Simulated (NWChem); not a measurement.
# Si2H3SClF2 (SMILES F[SiH](F)S[SiH2]Cl) at 4 levels

We compute a comparison of 4 runs (HF/STO-3G, HF/3-21G, B3LYP/6-31G*) of Si2H3SClF2. 

The results are computed with NWChem 7.3.0.

### Step 1. The structure to begin with

Si2H3SClF2: 9 atoms, total charge 0, spin state singlet. As SMILES, `F[SiH](F)S[SiH2]Cl`. The coordinates come from a PBE0-D4/def2-TZVP relaxation. This is one conformer, not always the lowest.

Bond lengths: F1–Si2 1.584 Å, Si2–F3 1.584 Å, Si2–S4 2.106 Å, S4–Si5 2.140 Å, Si5–Cl6 2.043 Å, Si2–H7 1.470 Å, Si5–H8 1.476 Å, Si5–H9 1.477 Å. Some angles: F1–Si2–F3 105.8°, F1–Si2–S4 110.8°, F3–Si2–S4 111.2°, Si2–S4–Si5 98.7°, S4–Si5–Cl6 111.5°, F1–Si2–H7 110.0°, F3–Si2–H7 109.0°, S4–Si2–H7 109.9°, S4–Si5–H8 106.0°, S4–Si5–H9 110.1°.

### Step 2. Energy and gradient at HF/STO-3G (run 1)

File calc.xyz:

```xyz
9

F     -1.896900    -0.650900    -0.058700
Si    -0.612600    -1.369600    -0.645400
F     -0.072800    -2.304500     0.513800
S      0.839100     0.043100    -1.221500
Si     0.796000     1.281800     0.523100
Cl    -0.543300     2.811800     0.322000
H     -0.985000    -2.201400    -1.798200
H      2.148100     1.862600     0.642900
H      0.415900     0.480900     1.705000
```

File run.py:

```python
from ase.io import read
from ase.calculators.nwchem import NWChem

atoms = read('calc.xyz')

calc = NWChem(
    label='calc',
    theory='scf',
    memory='2200 mb',
    basis='STO-3G',
    basispar='spherical bse',
    scf={'nopen': '0', 'rhf': None, 'thresh': '1e-08', 'maxiter': '80', 'print': 'low'},
)
atoms.calc = calc

forces = atoms.get_forces()
e = atoms.get_potential_energy()
print(f"E = {e:.6f} eV")
print("forces (eV/A):")
for s, f in zip(atoms.symbols, forces):
    print(f"{s:2s} {f[0]:10.5f} {f[1]:10.5f} {f[2]:10.5f}")
```

Run with:

```
$ export ASE_NWCHEM_COMMAND="nwchem PREFIX.nwi > PREFIX.nwo"
$ python run.py
```

Output:

```text
E = -43999.083428 eV
forces (eV/A):
F    -0.79586    0.50589    0.45133
Si    0.13797   -0.75493   -2.54051
F     0.38171   -0.54122    0.84024
S    -0.33481    0.36530    0.94694
Si    2.11175   -1.76429    0.21911
Cl   -0.81653    0.94241   -0.03137
H     0.33131    0.73050    0.97352
H    -1.39508   -0.41960    0.14450
H     0.37960    0.93583   -1.00376
```

The calculator wrote calc.nwi:

```
title "calc"

permanent_dir calc

scratch_dir calc

start calc

geometry units angstrom nocenter noautosym noautoz
  F  -1.8969000000000000e+00 -6.5090000000000003e-01 -5.8700000000000002e-02
  Si -6.1260000000000003e-01 -1.3695999999999999e+00 -6.4539999999999997e-01
  F  -7.2800000000000004e-02 -2.3045000000000000e+00 5.1380000000000003e-01
  S  8.3909999999999996e-01 4.3099999999999999e-02 -1.2215000000000000e+00
  Si 7.9600000000000004e-01 1.2818000000000001e+00 5.2310000000000001e-01
  Cl -5.4330000000000001e-01 2.8117999999999999e+00 3.2200000000000001e-01
  H  -9.8499999999999999e-01 -2.2014000000000000e+00 -1.7982000000000000e+00
  H  2.1480999999999999e+00 1.8626000000000000e+00 6.4290000000000003e-01
  H  4.1589999999999999e-01 4.8089999999999999e-01 1.7050000000000001e+00
end

memory 2200 mb

basis spherical bse noprint
   * library STO-3G
end

scf
  nopen 0
  rhf
  thresh 1e-08
  maxiter 80
  print low
end

task scf gradient
```

calc.nwo:

```text
Northwest Computational Chemistry Package (NWChem) 7.3.0
             --------------------------------------------------------

           Job information
           ---------------

    nwchem branch   = 7.3.0
    use scalapack   = T
    input           = calc.nwi
    prefix          = calc.
    data base       = calc/calc.db
    status          = startup
    nproc           =        1

           Memory information
           ------------------

    heap     =     72089596 doubles =      550.0 Mbytes
    stack    =     72089601 doubles =      550.0 Mbytes
    global   =    144179200 doubles =     1100.0 Mbytes (distinct from heap & stack)
    total    =    288358397 doubles =     2200.0 Mbytes
    verify   = yes
    hardfail = no

[... 39 lines left out ...]
            Nuclear Dipole moment (a.u.)
[... 72 lines left out ...]
       Final RHF  results
       ------------------

         Total SCF energy =  -1616.936505512099
      One-electron energy =  -3348.842077857066
      Two-electron energy =   1182.588063225107
 Nuclear repulsion energy =    549.317509119860

        Time for solution =      5.7s

                              NWChem Gradients Module
                              -----------------------

                         RHF ENERGY GRADIENTS

    atom               coordinates                        gradient
                 x          y          z           x          y          z
   1 F      -3.584621  -1.230023  -0.110927    0.015477  -0.009838  -0.008777
   2 Si     -1.157646  -2.588169  -1.219629   -0.002683   0.014681   0.049405
   3 F      -0.137572  -4.354874   0.970941   -0.007423   0.010525  -0.016340
[... 5 lines of this table left out ...]
   9 H       0.785937   0.908769   3.221983   -0.007382  -0.018199   0.019520

 Task  times  cpu:        7.7s     wall:        7.7s
 Total times  cpu:        7.8s     wall:        7.8s
```

Run time: 9.3 s. Hardware: 1 thread of AMD EPYC 7R43 (Zen 3), shared host; peak memory 0.094 GiB.

### Step 3. Energy and forces at HF/3-21G (run 2)

File work.xyz:

```xyz
9

F     -1.896900    -0.650900    -0.058700
Si    -0.612600    -1.369600    -0.645400
F     -0.072800    -2.304500     0.513800
S      0.839100     0.043100    -1.221500
Si     0.796000     1.281800     0.523100
Cl    -0.543300     2.811800     0.322000
H     -0.985000    -2.201400    -1.798200
H      2.148100     1.862600     0.642900
H      0.415900     0.480900     1.705000
```

File work.nw:

```
start work
memory stack 880 mb heap 220 mb global 1100 mb
geometry units angstrom noautosym nocenter noautoz
  load work.xyz
end
basis spherical bse
  F library 3-21G
  Si library 3-21G
  S library 3-21G
  Cl library 3-21G
  H library 3-21G
end
scf
  singlet
  rhf
  thresh 1e-08
  maxiter 80
end
task scf gradient
```

Run with:

```
$ nwchem work.nw > work.out
```

Output:

```text
[...]
  functions       =    76
[...]
  wavefunction    = RHF
[...]
         Total SCF energy =  -1627.395092561619
      One-electron energy =  -3351.560240949398
      Two-electron energy =   1174.847639267918
 Nuclear repulsion energy =    549.317509119861
        Time for solution =      6.6s
[...]
                         RHF ENERGY GRADIENTS
    atom               coordinates                        gradient
                 x          y          z           x          y          z
   1 F      -3.584621  -1.230023  -0.110927    0.019360  -0.016117  -0.015659
   2 Si     -1.157646  -2.588169  -1.219629    0.010128   0.035083   0.046737
   3 F      -0.137572  -4.354874   0.970941   -0.008746   0.014320  -0.024686
   4 S       1.585669   0.081447  -2.308300   -0.012105   0.001503   0.020588
   5 Si      1.504222   2.422251   0.988516   -0.041095   0.004504  -0.029304
   6 Cl     -1.026688   5.313532   0.608492    0.030763  -0.034504   0.003255
   7 H      -1.861380  -4.160043  -3.398105   -0.002314  -0.005143  -0.003634
   8 H       4.059320   3.519804   1.214905    0.003269   0.000970  -0.000693
   9 H       0.785937   0.908769   3.221983    0.000741  -0.000616   0.003397
[...]
```

It took 9.9 s on 1 thread of AMD EPYC 7R43 (Zen 3), shared host; peak memory 0.096 GiB.

### Step 4. Energy and forces at B3LYP/6-31G(d) (spherical functions) (run 3)

File clf2h3ssi2.nw:

```
START clf2h3ssi2
TITLE "ClF2H3SSi2"
memory 2200 mb

GEOMETRY noautosym nocenter noautoz
 F       -1.896900      -0.650900      -0.058700
 Si      -0.612600      -1.369600      -0.645400
 F       -0.072800      -2.304500       0.513800
 S        0.839100       0.043100      -1.221500
 Si       0.796000       1.281800       0.523100
 Cl      -0.543300       2.811800       0.322000
 H       -0.985000      -2.201400      -1.798200
 H        2.148100       1.862600       0.642900
 H        0.415900       0.480900       1.705000
END

BASIS spherical bse
 * library 6-31G*
END

DFT
 xc b3lyp
 grid fine
 convergence energy 1e-08
 maxiter 100
 mulliken
 noprint "final vectors analysis"
END

TASK dft gradient
```

Run with:

```
$ nwchem clf2h3ssi2.nw > clf2h3ssi2.out
```

Output:

```text
[...]
          Wavefunction type:  closed shell.
          No. of atoms     :     9
          No. of electrons :    82
[...]
          Charge           :     0
          Spin multiplicity:     1
[...]
          AO basis - number of functions:   106
[...]
              XC Information
              --------------
                         B3LYP Method XC Potential
                     Hartree-Fock (Exact) Exchange  0.200
                        Slater Exchange Functional  0.800 local
                    Becke 1988 Exchange Functional  0.720 non-local
              Lee-Yang-Parr Correlation Functional  0.810
                  VWN I RPA Correlation Functional  0.190 local
[...]
 d= 0,ls=0.0,diis     1  -1638.9537182455 -2.19D+03  1.59D-02  1.00D+00     5.9
[...]
 d= 0,ls=0.0,diis     8  -1639.0726570717  2.30D-09  4.95D-06  4.14D-07    36.6
         Total DFT energy =    -1639.072657071672
      One electron energy =    -3363.810255427780
           Coulomb energy =     1293.586052007316
    Exchange-Corr. energy =     -118.165962771069
 Nuclear repulsion energy =      549.317509119861
[...]
  wavefunction    = closed shell
                         DFT ENERGY GRADIENTS
    atom               coordinates                        gradient
                 x          y          z           x          y          z
   1 F      -3.584621  -1.230023  -0.110927    0.011618  -0.007704  -0.005555
   2 Si     -1.157646  -2.588169  -1.219629   -0.001111   0.006046   0.014021
   3 F      -0.137572  -4.354874   0.970941   -0.005398   0.008521  -0.010925
   4 S       1.585669   0.081447  -2.308300   -0.004410  -0.000084   0.005639
   5 Si      1.504222   2.422251   0.988516   -0.006156   0.002066  -0.003887
   6 Cl     -1.026688   5.313532   0.608492    0.006428  -0.008383  -0.000076
   7 H      -1.861380  -4.160043  -3.398105   -0.000444  -0.000429   0.001531
   8 H       4.059320   3.519804   1.214905   -0.000289  -0.000059  -0.000519
   9 H       0.785937   0.908769   3.221983   -0.000238   0.000026  -0.000228
[...]
```

Wall time 56 s (1 thread of AMD EPYC 7R43 (Zen 3), shared host); peak memory 0.13 GiB.

### Step 5. Energy and forces at B3LYP/6-31G(d) (Cartesian functions) (run 4)

File clf2h3ssi2.nw:

```
start clf2h3ssi2
title "ClF2H3SSi2 B3LYP"
memory total 2200 mb
charge 0
geometry noautosym nocenter noautoz
 F     -1.896900    -0.650900    -0.058700
 Si    -0.612600    -1.369600    -0.645400
 F     -0.072800    -2.304500     0.513800
 S      0.839100     0.043100    -1.221500
 Si     0.796000     1.281800     0.523100
 Cl    -0.543300     2.811800     0.322000
 H     -0.985000    -2.201400    -1.798200
 H      2.148100     1.862600     0.642900
 H      0.415900     0.480900     1.705000
end
basis
 * library 6-31G*
end
dft
 xc b3lyp
 grid fine
 convergence energy 1e-08
 iterations 100
 mulliken
end
task dft gradient
```

Run with:

```
$ nwchem clf2h3ssi2.nw > clf2h3ssi2.out
```

Output:

```text
[...]
          Wavefunction type:  closed shell.
          No. of atoms     :     9
          No. of electrons :    82
[...]
          Charge           :     0
          Spin multiplicity:     1
[...]
          AO basis - number of functions:   112
[...]
              XC Information
              --------------
                         B3LYP Method XC Potential
                     Hartree-Fock (Exact) Exchange  0.200
                        Slater Exchange Functional  0.800 local
                    Becke 1988 Exchange Functional  0.720 non-local
              Lee-Yang-Parr Correlation Functional  0.810
                  VWN I RPA Correlation Functional  0.190 local
[...]
 d= 0,ls=0.0,diis     1  -1638.9620241373 -2.19D+03  1.73D-02  1.26D+00     6.0
[...]
 d= 0,ls=0.0,diis     8  -1639.0848230446  1.18D-09  6.12D-06  5.62D-07    37.5
         Total DFT energy =    -1639.084823044635
      One electron energy =    -3363.591949835951
           Coulomb energy =     1293.283913820655
    Exchange-Corr. energy =     -118.094296149199
 Nuclear repulsion energy =      549.317509119861
[...]
  wavefunction    = closed shell
                         DFT ENERGY GRADIENTS
    atom               coordinates                        gradient
                 x          y          z           x          y          z
   1 F      -3.584621  -1.230023  -0.110927    0.010768  -0.007253  -0.004945
   2 Si     -1.157646  -2.588169  -1.219629   -0.000465   0.006201   0.012464
   3 F      -0.137572  -4.354874   0.970941   -0.005131   0.008027  -0.009982
   4 S       1.585669   0.081447  -2.308300   -0.004431  -0.000120   0.005740
   5 Si      1.504222   2.422251   0.988516   -0.006280   0.002109  -0.003978
   6 Cl     -1.026688   5.313532   0.608492    0.006524  -0.008529  -0.000040
   7 H      -1.861380  -4.160043  -3.398105   -0.000445  -0.000407   0.001502
   8 H       4.059320   3.519804   1.214905   -0.000260  -0.000033  -0.000537
   9 H       0.785937   0.908769   3.221983   -0.000279   0.000005  -0.000225
[...]
```

Run time: 57 s. Hardware: 1 thread of AMD EPYC 7R43 (Zen 3), shared host; peak memory 0.13 GiB.

### Step 6. All runs side by side

| run | level | iteration cap | module | energy (Eh) | largest force (eV/Å) | wall time |
| --- | --- | --- | --- | --- | --- | --- |
| 1 | HF/STO-3G | 80 | scf | -1616.936506 | 2.760 | 9.3 s |
| 2 | HF/3-21G | 80 | scf | -1627.395093 | 3.050 | 9.9 s |
| 3 | B3LYP/6-31G* (spherical functions) | 100 | dft | -1639.072657 | 0.787 | 56 s |
| 4 | B3LYP/6-31G* (Cartesian functions) | 100 | dft | -1639.084823 | 0.716 | 57 s |

### Step 7. Outcome

| quantity | value |
| --- | --- |
| run 4: total energy | -1639.08482 Eh |
| run 4: dipole moment | 1.09 D |
| run 4: HOMO energy | -8.06 eV |
| run 4: LUMO energy | -0.39 eV |
| run 4: HOMO–LUMO gap | 7.67 eV |
| run 4: largest force on an atom | 0.716 eV/Å |

**Reading.** Over runs 2, 3, 4 the dipole moment (its size) runs from 1.09 D (B3LYP/6-31G*) to 1.91 D (HF/3-21G). The two ends differ in method and basis. In run 1 the basis is minimal, so the values are rough. All runs together took 2.2 min, the longest 57 s.
